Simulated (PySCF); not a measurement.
# C2H2ClSi (SMILES [C]#C[SiH2]Cl) at UMP2/pc-2

Aim: the vertical ionisation energy of C2H2ClSi at UMP2/pc-2, from 2 runs. 

Program for the calculation: PySCF 2.14.0.

## (1) The molecule

The species is C2H2ClSi (6 atoms), meant as a doublet with charge 0. SMILES: `[C]#C[SiH2]Cl`. The shape is that of a PBE0-D4/def2-TZVP optimisation.

Bond lengths: C1–C2 1.212 Å, C2–Si3 1.820 Å, Si3–Cl4 2.045 Å, Si3–H5 1.477 Å, Si3–H6 1.477 Å. Angles: C1–C2–Si3 178.6°, C2–Si3–Cl4 109.3°, C2–Si3–H5 109.2°, C2–Si3–H6 109.2°, Cl4–Si3–H5 108.7°, Cl4–Si3–H6 108.7°, H5–Si3–H6 111.7°.

## (2) The energy at UMP2/pc-2

Contents of calc.py:

```python
# [C]#C[SiH2]Cl
from pyscf import gto, mp

system = gto.M(
    atom=[
    ('C', (0.868400, -2.059200, 1.138400)),
    ('C', (0.473000, -1.050800, 0.595000)),
    ('Si', (-0.084700, 0.485400, -0.206000)),
    ('Cl', (-1.795500, 0.115200, -1.263900)),
    ('H', (0.959500, 0.950800, -1.141600)),
    ('H', (-0.378700, 1.494700, 0.831900)),
],
    basis='pc-2',
    spin=1,
    charge=0,
    verbose=3,
    max_memory=1860,
)

calc0 = system.UHF()
calc0.conv_tol = 1e-10
calc0.kernel()
if not calc0.converged:
    calc0 = calc0.newton().run(calc0.mo_coeff, calc0.mo_occ)

pt = mp.MP2(calc0, frozen=12).run()
etot = pt.e_tot
print('E = %.10f Eh' % etot)
```

On the command line:

```console
$ OMP_NUM_THREADS=1 python calc.py
```

Standard output:

```text
converged SCF energy = -825.294069443436  <S^2> = 1.1645336  2S+1 = 2.3786833
E(UMP2) = -825.812244426292  E_corr = -0.518174982856355
E(SCS-UMP2) = -825.805007427645  E_corr = -0.510937984209382
E = -825.8122444263 Eh
```

It took 47 s on 1 thread of Arm Neoverse V1, shared host; peak memory 1.3 GiB.

## (3) The singlet cation, same level

Contents of input.py:

```python
from pyscf import gto, scf, mp

mol = gto.M(
    atom=[
    ('C', (0.868400, -2.059200, 1.138400)),
    ('C', (0.473000, -1.050800, 0.595000)),
    ('Si', (-0.084700, 0.485400, -0.206000)),
    ('Cl', (-1.795500, 0.115200, -1.263900)),
    ('H', (0.959500, 0.950800, -1.141600)),
    ('H', (-0.378700, 1.494700, 0.831900)),
],
    max_memory=1860,
    spin=0,
    basis='pc-2',
    charge=1,
    verbose=3,
)

myscf = scf.RHF(mol)
myscf.conv_tol = 1e-10
myscf.kernel()
if not myscf.converged:
    myscf = myscf.newton().run(myscf.mo_coeff, myscf.mo_occ)

pt = mp.MP2(myscf, frozen=12).run()
energy = pt.e_tot
print('E(%s) = %.9f' % ('MP2', energy))
```

On the command line:

```console
$ OMP_NUM_THREADS=1 python input.py
```

Standard output:

```text
converged SCF energy = -824.768090591542
E(RMP2) = -825.334694736192  E_corr = -0.5666041446497
E(SCS-RMP2) = -825.334794402261  E_corr = -0.566703810719495
E(MP2) = -825.334694736
```

Wall time 17 s (1 thread of Arm Neoverse V1, shared host); peak memory 0.84 GiB.

## (4) What came out

Level: UMP2/pc-2, 12 core orbitals frozen.

| quantity | value |
| --- | --- |
| doublet C2H2ClSi: total energy | -825.81224 Eh |
| doublet C2H2ClSi: dipole moment (Hartree–Fock density) | 1.42 D |
| doublet C2H2ClSi: HOMO energy (Hartree–Fock orbitals) (highest over α and β) | -11.59 eV |
| doublet C2H2ClSi: LUMO energy (Hartree–Fock orbitals) (lowest over α and β) | 0.29 eV |
| doublet C2H2ClSi: correlation energy (12 core orbitals frozen) | -518.2 mEh |
| doublet C2H2ClSi: ⟨S²⟩ of the reference determinant | 1.165 |
| singlet cation: total energy | -825.33469 Eh |
| singlet cation: HOMO energy (Hartree–Fock orbitals) | -16.96 eV |
| singlet cation: LUMO energy (Hartree–Fock orbitals) | -11.40 eV |
| singlet cation: HOMO–LUMO gap (Hartree–Fock orbitals) | 5.55 eV |
| singlet cation: correlation energy (12 core orbitals frozen) | -566.6 mEh |
| vertical ionisation energy (to the singlet cation) | 12.995 eV |

What this shows: Removing an electron at fixed nuclei costs 12.99 eV (1254 kJ/mol). Only the singlet of the ionised species was computed; a triplet could lie lower. ⟨S²⟩ (doublet C2H2ClSi) is 1.16 where a pure doublet has 0.75: the reference is spin-contaminated.
